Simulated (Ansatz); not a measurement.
# CH₅BO₂Si: up Jacob's ladder to CCSD(T)

The task here is to estimate one member of a computed series from the others.

Program: Ansatz 0.2.0, Gaussian basis. Level of theory: functionals in def2-TZVPP, the program's frozen cores in correlated methods. These are calculated values, not measurements.

The runs, in order: PBE-D4, r2SCAN-D4, PBE0-D4, B3LYP-D4, ωB97X-V, ωB97M-V, B2PLYP; CCSD(T)/def2-TZVPP; MP2/def2-QZVPP; extrapolation to the limit.

### The geometry

All runs share one geometry, relaxed beforehand with PBE0-D4 in a triple-zeta def2 set.

SMILES `OC[SiH]1BO1`, 10 atoms, charge 0, spin multiplicity 1.

Atoms are counted from 1 here; the program's logs count them from 0.

Bond lengths: O1–C2 1.420 Å, O1–H6 0.961 Å, C2–Si3 1.884 Å, C2–H7 1.099 Å, C2–H8 1.094 Å, Si3–B4 1.904 Å, Si3–O5 1.761 Å, Si3–H9 1.484 Å, B4–O5 1.340 Å, B4–H10 1.190 Å. Angles: C2–O1–H6 108.5°, O1–C2–Si3 111.5°, O1–C2–H7 111.9°, O1–C2–H8 106.5°, Si3–C2–H7 110.2°, Si3–C2–H8 109.9°, H7–C2–H8 106.6°, C2–Si3–B4 124.2°, C2–Si3–O5 108.6°, C2–Si3–H9 110.8°, B4–Si3–O5 42.7°, B4–Si3–H9 123.3°, O5–Si3–H9 109.9°, Si3–B4–O5 63.0°, Si3–B4–H10 165.9°, O5–B4–H10 131.1°, Si3–O5–B4 74.4°.

The first run:

The input, in.yaml:

```yaml
crystal:
  periodic: [false, false, false]
  atoms:
    - {symbol: O, position_ang: [-1.668391, 0.822484, -0.986182]}
    - {symbol: C, position_ang: [-1.144672, -0.381392, -0.443959]}
    - {symbol: Si, position_ang: [0.735651, -0.331225, -0.337199]}
    - {symbol: B, position_ang: [1.715133, -0.275647, 1.294842]}
    - {symbol: O, position_ang: [1.198780, 0.879684, 0.854552]}
    - {symbol: H, position_ang: [-1.406636, 1.551756, -0.417279]}
    - {symbol: H, position_ang: [-1.574202, -0.607253, 0.541624]}
    - {symbol: H, position_ang: [-1.458908, -1.186865, -1.113692]}
    - {symbol: H, position_ang: [1.329817, 0.004355, -1.654717]}
    - {symbol: H, position_ang: [2.356730, -0.527099, 2.265010]}
basis:
  gaussian: {orbitals: def2-TZVPP}
hamiltonian: {xc: pbe, dispersion: d4}
output: {forces: true, orbitals: {seedname: orbitals}}
```

Command:

```sh
$ ansatz run in.yaml --threads 4 --pin off --events-out ev --progress --plain --max-ram 10444MiB
```

Among the steps run: PBE-D4 (GGA); r2SCAN-D4 (meta-GGA); PBE0-D4 (hybrid); B3LYP-D4 (hybrid); ωB97X-V (range-separated); ωB97M-V (range-separated); B2PLYP (double hybrid); CCSD(T) in def2-TZVPP; MP2 in def2-QZVPP.

One table of the session follows, with a row left open; its other results are not shown here.

It belongs to the step «Atomisation energies». 

| method | atomisation energy (kcal/mol) |
| --- | --- |
| PBE-D4 | ? |
| r2SCAN-D4 | 905.3 |
| PBE0-D4 | 898.9 |
| B3LYP-D4 | 897.5 |
| ωB97X-V | 902.2 |
| ωB97M-V | 903.4 |
| B2PLYP | 889.5 |
| HF/def2-TZVPP | 637.5 |
| MP2/def2-TZVPP | 895.0 |
| CCSD/def2-TZVPP | 857.0 |
| CCSD(T)/def2-TZVPP | 872.8 |
| MP2/CBS | 920.6 |
| CCSD(T)/CBS | 898.3 |

Q: Estimate the row for PBE-D4 from the others.

The run gave: atomisation energy (kcal/mol): 921.2. In the column «atomisation energy (kcal/mol)» it is the highest.
